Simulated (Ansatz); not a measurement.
**CH₄OSiZn: small, medium and large basis sets**

The task here is to estimate one member of a computed series from the others.

The runs use Ansatz 0.2.0, Gaussian basis; one geometry, several basis sets.

Levels to be run: PBE0-D4/def2-SVP; ωB97M-V/def2-SVP; PBE0-D4/def2-QZVPP; ωB97M-V/def2-QZVPP; the functionals' def2-TZVPP values are taken from earlier runs.

## Structure used throughout

An earlier PBE0-D4 in a triple-zeta def2 set relaxation fixed the geometry.

8 atoms, charge 0, spin multiplicity 1.

Atoms are counted from 1 here; the program's logs count them from 0.

Bond lengths: C1–Si2 1.916 Å, C1–Zn4 2.007 Å, C1–H5 1.090 Å, C1–H6 1.090 Å, Si2–O3 1.644 Å, Si2–Zn4 2.487 Å, Si2–H7 1.491 Å, Si2–H8 1.491 Å, O3–Zn4 1.890 Å. Angles: Si2–C1–Zn4 78.7°, Si2–C1–H5 118.0°, Si2–C1–H6 118.0°, Zn4–C1–H5 114.3°, Zn4–C1–H6 114.3°, H5–C1–H6 110.4°, C1–Si2–O3 101.7°, C1–Si2–Zn4 52.3°, C1–Si2–H7 109.8°, C1–Si2–H8 109.8°, O3–Si2–Zn4 49.4°, O3–Si2–H7 113.0°, O3–Si2–H8 113.0°, Zn4–Si2–H7 125.3°, Zn4–Si2–H8 125.3°, H7–Si2–H8 109.3°, Si2–O3–Zn4 89.2°, C1–Zn4–Si2 49.1° and more.

Set-up of the first run:

in.yaml reads:

```yaml
crystal:
  periodic: [false, false, false]
  atoms:
    - {symbol: C, position_ang: [-0.638041, 0.810506, -0.259044]}
    - {symbol: Si, position_ang: [0.496783, -0.525605, 0.515067]}
    - {symbol: O, position_ang: [0.849502, -1.460883, -0.789552]}
    - {symbol: Zn, position_ang: [-0.214815, -0.323424, -1.859449]}
    - {symbol: H, position_ang: [-0.258977, 1.830239, -0.319869]}
    - {symbol: H, position_ang: [-1.690643, 0.812594, 0.022513]}
    - {symbol: H, position_ang: [1.700632, 0.119545, 1.112552]}
    - {symbol: H, position_ang: [-0.244441, -1.262951, 1.577782]}
basis:
  gaussian: {orbitals: def2-SVP}
hamiltonian: {xc: pbe0, dispersion: d4}
output: {orbitals: {seedname: orbitals}}
```

Run with:

```
$ ansatz run in.yaml --threads 4 --pin off --events-out ev --progress --plain --max-ram 10444MiB
```

Among the steps run: PBE0-D4 in def2-SVP; ωB97M-V in def2-SVP; PBE0-D4 in def2-QZVPP; ωB97M-V in def2-QZVPP.

One of the session's tables, all rows but one given; the rest of the session is left out.

It belongs to the step «Functionals by basis». 

```
functional       basis  HOMO (eV)  LUMO (eV)
   PBE0-D4    def2-SVP      -7.05      -2.68
   PBE0-D4  def2-TZVPP      -7.23      -2.92
   PBE0-D4  def2-QZVPP      -7.23      -2.92
   ωB97M-V    def2-SVP      -9.17      -0.92
   ωB97M-V  def2-TZVPP      -9.36      -1.24
   ωB97M-V  def2-QZVPP          ?          ?
```

**Question.** Estimate the row for ωB97M-V, def2-QZVPP.

As computed: HOMO (eV): -9.36; LUMO (eV): -1.28.
